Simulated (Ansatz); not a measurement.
# GeH3Cl: one species, many methods

An exercise on one series of results from a longer session: the logs are not shown, and one member is left open.

The runs use Ansatz 0.2.0, Gaussian basis; functionals in def2-TZVPP, the program's frozen cores in correlated methods.

Plan: LDA (SPW92), PBE-D4, revPBE-D4, BLYP-D4, r2SCAN-D4, B97M-V, PBE0-D4, B3LYP-D4, r2SCANh-D4, r2SCAN0-D4, HSE06-D4, BHLYP-D4, CAM-B3LYP-D4, LC-ωPBE, ωB97X-V, ωB97M-V, B2PLYP, PBE-QIDH; CCSD(T)/def2-SVP; CCSD(T)/def2-TZVPP; MP2/def2-QZVPP; extrapolation to the limit; RPA on PBE.

## Structure used throughout

An earlier PBE0-D4 in a triple-zeta def2 set relaxation fixed the geometry.

5 atoms, charge 0, spin multiplicity 1.

Atoms are counted from 1 here; the program's logs count them from 0.

Bond lengths: Cl1–Ge2 2.155 Å, Ge2–H3 1.532 Å, Ge2–H4 1.532 Å, Ge2–H5 1.532 Å. Angles: Cl1–Ge2–H3 107.1°, Cl1–Ge2–H4 107.1°, Cl1–Ge2–H5 107.1°, H3–Ge2–H4 111.7°, H3–Ge2–H5 111.7°, H4–Ge2–H5 111.7°.

Set-up of the first run:

in.yaml reads:

```yaml
crystal:
  periodic: [false, false, false]
  atoms:
    - {symbol: Cl, position_ang: [-1.875834, -0.025110, 0.641260]}
    - {symbol: Ge, position_ang: [0.161847, -0.013883, -0.060597]}
    - {symbol: H, position_ang: [0.160355, 0.656169, -1.438094]}
    - {symbol: H, position_ang: [0.618957, -1.473716, -0.140635]}
    - {symbol: H, position_ang: [0.984474, 0.782939, 0.956666]}
basis:
  gaussian: {orbitals: def2-TZVPP}
hamiltonian: {xc: lda}
output: {orbitals: {seedname: orbitals}}
```

Among the steps run: LDA; PBE-D4 (GGA); revPBE-D4 (GGA); BLYP-D4 (GGA); r2SCAN-D4 (meta-GGA); B97M-V (meta-GGA); PBE0-D4 (hybrid); B3LYP-D4 (hybrid); r2SCANh-D4 (hybrid); r2SCAN0-D4 (hybrid); HSE06-D4 (hybrid); BHLYP-D4 (hybrid); CAM-B3LYP-D4 (range-separated); LC-ωPBE-D4 (range-separated; the results give it without D4); ωB97X-V (range-separated); ωB97M-V (range-separated); B2PLYP (double hybrid); PBE-QIDH (double hybrid).

One table of the session follows, with a row left open; its other results are not shown here.

It belongs to the step «Orbital energies across the functionals». 

| functional | HOMO (eV) | gap (eV) |
| --- | --- | --- |
| LDA (SPW92) | -7.48 | 6.00 |
| PBE-D4 | -7.39 | 6.18 |
| revPBE-D4 | -7.36 | 6.26 |
| BLYP-D4 | -7.24 | 6.11 |
| r2SCAN-D4 | -7.75 | 6.88 |
| B97M-V | -7.87 | 6.94 |
| PBE0-D4 | -8.78 | 8.49 |
| B3LYP-D4 | -8.51 | 7.95 |
| r2SCANh-D4 | -8.25 | 7.70 |
| r2SCAN0-D4 | -9.01 | 8.92 |
| HSE06-D4 | ? | ? |
| BHLYP-D4 | -10.03 | 10.67 |
| CAM-B3LYP-D4 | -10.14 | 10.87 |
| LC-ωPBE | -11.57 | 13.55 |
| ωB97X-V | -11.20 | 13.04 |
| ωB97M-V | -11.02 | 12.66 |

Estimate the missing values for HSE06-D4.

**Answer.** HOMO (eV): -8.38; gap (eV): 7.71. In the column «HOMO (eV)» it lies between B3LYP-D4 (-8.51) and r2SCANh-D4 (-8.25).
